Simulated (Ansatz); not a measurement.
# GeH₂ (singlet): PBE0, B3LYP over a scan of the distance Ge1–H3, cc-pVDZ

Aim: run GeH₂ (singlet) with these functionals over a scan of the distance Ge1–H3, and hold them against the top wave-function level at the same points.

Computed with Ansatz 0.2.0, Gaussian basis. Level: cc-pVDZ, all electrons in the functionals.

To be run: PBE0, B3LYP, at 1.276 Å; 1.421 Å; 1.594 Å; 1.750 Å; 1.977 Å; 2.214 Å; 2.572 Å; 2.917 Å; 3.443 Å; 4.410 Å; 5.391 Å.

17 further runs of the same task are left out: 1 for a mislabelled method, 13 that didn't finish, 3 set aside as unsound or not needed.

## 1. The geometry

The geometry derives from a PBE0/def2-TZVP stationary point (not a proven minimum). One bond is set to the value named and the two fragments are kept rigid. No spin-orbit coupling is included. The filled d shell of Ge may be among the frozen orbitals whatever the setting's name suggests; the logs give the count.

3 atoms, charge 0, spin multiplicity 1.

Atoms are counted from 1 here; the program's logs count them from 0.

Bond lengths: Ge1–H2 1.594 Å, Ge1–H3 1.594 Å. Angles: H2–Ge1–H3 90.6°.

No dispersion term is added. B3LYP takes the VWN-RPA correlation.

The geometry shown and the zero of energy belong to the point 1.594 Å. The yardstick, FCI, and other wave-function levels (R restricted, U unrestricted, valence and pair active spaces) come from earlier runs.

## 2. PBE0, 1.276 Å

Input file in.yaml:

```yaml
crystal:
  periodic: [false, false, false]
  atoms:
    - {symbol: Ge, position_ang: [0.000000, -0.027246, 0.003054]}
    - {symbol: H, position_ang: [0.000000, 1.093604, -1.130434]}
    - {symbol: H, position_ang: [0.000000, 0.869945, 0.910371]}
basis:
  gaussian: {orbitals: cc-pVDZ}
magnetization: {spin_polarized: true, initial_magnetization: 0}
hamiltonian: {xc: {name: PBE0}}
output: {orbitals: {seedname: orbitals}}
```

Command:

```sh
$ ansatz run in.yaml --threads 1 --pin off --events-out ev --progress --plain --max-ram 2393MiB
```

The runs that follow: PBE0, 1.421 Å; PBE0, 1.594 Å; PBE0, 1.750 Å; PBE0, 1.977 Å; PBE0, 2.214 Å; PBE0, 2.572 Å; PBE0, 2.917 Å; PBE0, 3.443 Å; PBE0, 4.410 Å; PBE0, 5.391 Å; B3LYP, 1.276 Å; B3LYP, 1.421 Å; B3LYP, 1.594 Å; B3LYP, 1.750 Å; B3LYP, 1.977 Å; B3LYP, 2.214 Å; B3LYP, 2.572 Å; B3LYP, 2.917 Å; B3LYP, 3.443 Å; B3LYP, 4.410 Å; B3LYP, 5.391 Å.

Before running them: what should the planned runs give, taken together? Wanted: span of the FCI curve; largest miss, PBE0; largest miss, B3LYP.

The runs gave:

| quantity | value |
| --- | --- |
| span of the FCI curve | 69.1 kcal/mol |
| largest miss, PBE0 | +5.0 kcal/mol (2.917 Å) |
| largest miss, B3LYP | +3.1 kcal/mol (2.917 Å) |

Of the functionals, B3LYP keep the smallest largest miss at the points compared (at most 3.1 kcal/mol) and PBE0 strays most (5.0 kcal/mol, at 2.917 Å). PBE0, B3LYP clearly break the spin symmetry at some points (⟨S²⟩ up to 1.00 above the pure value), so energy there is bought with a mixed spin. Functionals and the yardstick converge differently with the basis, so part of each miss in cc-pVDZ is the basis.
